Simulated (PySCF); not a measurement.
# tetrafluorogermane (GeF4): geometry, electronic excitations

Wanted: the electronic excitations of tetrafluorogermane (GeF4) (`[F][Ge]([F])([F])[F]`), by calculation.

Programs: PySCF 2.14.0, with density-fitted response routines of our own. Each step states its level of theory. These are calculated values for one molecule in the gas phase, unless marked as measured. Atoms count from 0, in the outputs and in this text.

### Step 1. Starting geometry

5 atoms, charge 0, multiplicity 1; geometry from: GFN2-xTB. The atoms were then displaced at random by about 0.01 Å, so the start is not that level's minimum.

Bonds of the start (Å): F0–Ge1 1.69, Ge1–F2 1.67, Ge1–F3 1.65, Ge1–F4 1.67.

### Step 2. Relaxing the molecule at PBE0-D3(BJ)/def2-SVP

Job settings and geometry (Å):

```
{"job": {"xc": "PBE0", "basis": "def2-SVP", "d3": "d3bj", "grid": 1, "shake": 0.01, "kind": "geom"}, "charge": 0, "multiplicity": 1}
F      1.333790     0.823450     0.599390
Ge    -0.003940    -0.003910    -0.005750
F      0.496000    -1.052820    -1.207800
F     -1.078210     1.074830    -0.648280
F     -0.714070    -0.875520     1.224550
```

On the command line:

```sh
$ OMP_NUM_THREADS=1 python probes_run.py task.json out
```

One launch serves the whole session: the jobs run in the order shown.

**Question.** This job is followed by: TDDFT PBE0/aug-cc-pVTZ, vertical, gas phase, core orbitals frozen in the response; TDDFT PBE0/def2-TZVPD, vertical, gas phase, core orbitals frozen in the response. Predict these results of the whole session: point group; rotational constants (main isotopes); lowest singlet (PBE0/aug-cc-pVTZ); brightest single state of those computed; lowest triplet; range of the lowest singlet.

As calculated:

| quantity | value |
| --- | --- |
| point group | Td |
| rotational constants (main isotopes) | 3.46, 3.46, 3.46 GHz |
| lowest singlet (PBE0/aug-cc-pVTZ) | 8.76 eV (141 nm), f = 0.000 |
| brightest single state of those computed | state 8, 9.46 eV, f = 0.137 |
| lowest triplet | 8.33 eV |
| range of the lowest singlet | 8.75 to 8.76 eV |

In words: The optimisation took 4 steps and gained 0.076 eV; among the close pairs (by a distance rule), Ge1–F3 changed most, from 1.652 to 1.698 Å. The lowest singlet, at 8.76 eV, is HOMO→LUMO 0.97 and is dark; of the 10 states computed, the strongest absorption comes from states 6 to 8 together at 9.46 eV. The lowest triplet lies 0.43 eV below the lowest singlet (triplets in Tamm-Dancoff, singlets in full TDDFT). The lowest singlet runs from 8.75 eV (PBE0/def2-TZVPD) to 8.76 eV (PBE0/aug-cc-pVTZ), while the orbital gap spans 10.64 to 10.66 eV. The lowest state need not be the same one in every run.
